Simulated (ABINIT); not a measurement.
TaAs:

```
CELL_PARAMETERS angstrom
-1.72181 1.72181 5.86794
1.72181 -1.72181 5.86794
1.72181 1.72181 -5.86794
ATOMIC_POSITIONS crystal
Ta 0.49997 0.49997 0.00000
Ta 0.24997 0.74997 0.50000
As 0.08263 0.08263 0.00000
As 0.83263 0.33263 0.50000
```

The cell is a database's computed one.

Base run:

```yaml
Program: ABINIT 10.8.3 (patched build)
Functional: PBEsol
Potentials_or_basis: JTH PAW PBE v2.0
Cutoff: 517 eV
k_mesh: 9 × 9 × 9
Occupations: fermi-dirac, width 0.05 eV
Spin: no spin polarisation
```

Its results: band gap on the k mesh none (metal or under the smearing width); pressure -3.7 GPa; largest force 0.020 eV/Å.

Problem. After a change of settings the same cell gave: band gap on the k mesh none (metal or under the smearing width); pressure -3.2 GPa; largest force 0.025 eV/Å. Which change was it?
A. k mesh from 9 × 9 × 9 to 4 × 4 × 4
B. functional from PBEsol to PBE; k mesh from 9 × 9 × 9 to 7 × 7 × 7
C. functional from PBEsol to PBE; k mesh from 9 × 9 × 9 to 11 × 11 × 11
D. functional from PBEsol to PBE; k mesh from 9 × 9 × 9 to 4 × 4 × 4

Solution. A.

Caveats: some runs use coarse meshes; the PAW data sets were made with another functional, which shifts forces and pressure a little.

Not every run made on this cell is shown here.
